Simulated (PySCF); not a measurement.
# C₆H₆F₂: electronic excitations

What electronic excitations should C₆H₆F₂ (`CC1=CC=CC1(F)F`) show?

The runs use PySCF 2.14.0, with density-fitted response routines of our own; the level of theory stands in each step. All values are computed, except where a source is named. Atoms count from 0, in the outputs and in this text.

## 1. The molecule as given

14 atoms, charge 0, multiplicity 1; geometry from: GFN2-xTB.

Bonds of the start (Å): C0–C1 1.48, C1–C2 1.34, C2–C3 1.46, C3–C4 1.33, C4–C5 1.51, C5–F6 1.36, C5–F7 1.36, C5–C1 1.53, C0–H8 1.09, C0–H9 1.09, C0–H10 1.09, C2–H11 1.07, C3–H12 1.07, C4–H13 1.07.

## 2. TDDFT and polarisability: CAM-B3LYP/def2-SVPD

What the job is given:

```
{"job": {"kind": "uv", "xc": "CAM-B3LYP", "basis": "def2-SVPD", "nstates": 8, "ntriplets": 3}, "charge": 0, "multiplicity": 1}
C     -1.927311    -0.331240    -0.348787
C     -0.478773    -0.257201    -0.056509
C      0.400871    -1.198504     0.297140
C      1.730401    -0.610592     0.472128
C      1.691301     0.698723     0.230413
C      0.271846     1.070322    -0.135299
F      0.184602     1.631197    -1.375759
F     -0.255470     2.003318     0.708710
H     -2.474895     0.322801     0.330255
H     -2.290826    -1.349419    -0.243436
H     -2.118027     0.019452    -1.363361
H      0.193727    -2.242975     0.440426
H      2.594554    -1.182847     0.756097
H      2.477320     1.426492     0.265818
```

Method: TDDFT CAM-B3LYP/def2-SVPD, vertical, gas phase, core orbitals frozen in the response.

Launch:

```console
$ OMP_NUM_THREADS=1 python probes_run.py task.json out
```

One launch serves the whole session: the jobs run in the order shown.

Predict these results of the whole session: lowest singlet (CAM-B3LYP/def2-SVPD); lowest triplet; surface potential, 1st and 99th percentile.

**Answer**, as computed:

| quantity | value |
| --- | --- |
| lowest singlet (CAM-B3LYP/def2-SVPD) | 4.16 eV (298 nm), f = 0.061 |
| lowest triplet | 2.42 eV |
| surface potential, 1st and 99th percentile | -0.93 V and 1.14 V |

**Reading.** The first singlet state (HOMO→LUMO 0.99) lies at 4.16 eV and is bright. The lowest triplet lies 1.74 eV below the lowest singlet (triplets in Tamm-Dancoff, singlets in full TDDFT). By nearest atom (CAM-B3LYP/def2-SVPD), the HOMO sits on C1, C4 about 26 % each; C2 19 % and the LUMO on C1, C3, C4 about 18 % each; C2 13 %.
